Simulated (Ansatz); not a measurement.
**B2H6OSi: one species, many methods**

Aim: compute B2H6OSi with functionals from several rungs and with coupled cluster. The yardstick is the atomisation energy at the CCSD(T) limit.

Program: Ansatz 0.2.0, Gaussian basis. Level of theory: functionals in def2-TZVPP, the program's frozen cores in correlated methods. These are calculated values, not measurements.

The runs, in order: LDA (SPW92), PBE-D4, revPBE-D4, BLYP-D4, r2SCAN-D4, B97M-V, PBE0-D4, B3LYP-D4, r2SCANh-D4, r2SCAN0-D4, HSE06-D4, BHLYP-D4, CAM-B3LYP-D4, LC-ωPBE, ωB97X-V, ωB97M-V, B2PLYP, PBE-QIDH; CCSD(T)/def2-SVP; CCSD(T)/def2-TZVPP; MP2/def2-QZVPP; extrapolation to the limit; RPA on PBE.

## Step 1: Structure used throughout

The geometry comes from an earlier relaxation with PBE0-D4 in a triple-zeta def2 set; it is a stationary point, not always the lowest conformer.

SMILES `BOB[SiH3]`, 10 atoms, charge 0, spin multiplicity 1.

Atoms are counted from 1 here; the program's logs count them from 0.

Bond lengths: B1–O2 1.368 Å, B1–H5 1.199 Å, B1–H6 1.195 Å, O2–B3 1.368 Å, B3–Si4 2.028 Å, B3–H7 1.204 Å, Si4–H8 1.491 Å, Si4–H9 1.487 Å, Si4–H10 1.491 Å. Angles: O2–B1–H5 119.5°, O2–B1–H6 117.3°, H5–B1–H6 123.2°, B1–O2–B3 124.7°, O2–B3–Si4 120.4°, O2–B3–H7 118.1°, Si4–B3–H7 121.5°, B3–Si4–H8 109.1°, B3–Si4–H9 113.8°, B3–Si4–H10 109.1°, H8–Si4–H9 108.8°, H8–Si4–H10 107.1°, H9–Si4–H10 108.7°.

## Step 2: LDA

This LDA is Slater exchange with PW92 correlation.

File in.yaml:

```yaml
crystal:
  periodic: [false, false, false]
  atoms:
    - {symbol: B, position_ang: [-0.804570, 1.660282, -1.422405]}
    - {symbol: O, position_ang: [-0.625398, 0.852884, -0.333247]}
    - {symbol: B, position_ang: [0.292923, -0.158562, -0.255687]}
    - {symbol: Si, position_ang: [0.446863, -1.279431, 1.427442]}
    - {symbol: H, position_ang: [-0.122960, 1.499957, -2.395469]}
    - {symbol: H, position_ang: [-1.648890, 2.502901, -1.347363]}
    - {symbol: H, position_ang: [0.997834, -0.358286, -1.211657]}
    - {symbol: H, position_ang: [0.220814, -2.712419, 1.082335]}
    - {symbol: H, position_ang: [-0.508635, -0.889078, 2.498440]}
    - {symbol: H, position_ang: [1.835219, -1.169446, 1.960511]}
basis:
  gaussian: {orbitals: def2-TZVPP}
hamiltonian: {xc: lda}
output: {orbitals: {seedname: orbitals}}
```

Run with:

```
> ansatz run in.yaml --threads 2 --pin off --events-out ev --progress --plain --max-ram 4352MiB
```

After this run come: PBE-D4 (GGA); revPBE-D4 (GGA); BLYP-D4 (GGA); r2SCAN-D4 (meta-GGA); B97M-V (meta-GGA); B3LYP-D4 (hybrid); r2SCANh-D4 (hybrid); r2SCAN0-D4 (hybrid); HSE06-D4 (hybrid); BHLYP-D4 (hybrid); CAM-B3LYP-D4 (range-separated); LC-ωPBE (range-separated); ωB97X-V (range-separated); ωB97M-V (range-separated); B2PLYP (double hybrid); PBE-QIDH (double hybrid); CCSD(T) in def2-SVP; CCSD(T) in def2-TZVPP; MP2 in def2-QZVPP; RPA on PBE orbitals.

Q: Predict the results of all the runs planned. Wanted: atomisation energy, CCSD(T)/CBS; farthest beyond LDA; mean size of error, GGA; mean size of error, meta-GGA; mean size of error, hybrid; mean size of error, range-separated; mean size of error, double hybrid; gap, smallest and largest; T1 diagnostic.

As calculated:

```
                               quantity                                                                          value
        atomisation energy, CCSD(T)/CBS                                                                  3488.3 kJ/mol
 functionals within 17.4 kJ/mol (0.5 %)  BLYP-D4, PBE0-D4, r2SCANh-D4, r2SCAN0-D4, HSE06-D4, LC-ωPBE, B2PLYP, PBE-QIDH
                    farthest beyond LDA                                                       revPBE-D4 (-47.3 kJ/mol)
                mean size of error, GGA                                                                    24.1 kJ/mol
           mean size of error, meta-GGA                                                                    28.4 kJ/mol
             mean size of error, hybrid                                                                    15.0 kJ/mol
    mean size of error, range-separated                                                                    26.4 kJ/mol
      mean size of error, double hybrid                                                                    13.7 kJ/mol
              gap, smallest and largest                                      3.49 eV (LDA (SPW92)), 11.06 eV (LC-ωPBE)
                          T1 diagnostic                                                                         0.0133
triples share of the correlation energy                                                                          3.3 %
```

**Reading.** LDA overbinds by 418.9 kJ/mol (12 %). PBE-D4 is off by +24.1 kJ/mol. Double hybrids carry the basis error of their MP2 part in triple zeta, and no dispersion term here, so their miss is partly the set-up's. The rungs double hybrid, hybrid miss on average by less than the doubt on the reference (17.4 kJ/mol), so they tie. Misses under about 17.4 kJ/mol are within the doubt on the reference itself, which lacks core-valence correlation, relativity and higher excitations. Hartree-Fock recovers 78 % of the binding; the rest is correlation. CCSD(T) in def2-SVP is off by -155.0 kJ/mol, worse than the median functional, from the basis alone. The gap grows from 3.5 to 11.1 eV across the functionals, mostly with the share of exact exchange.
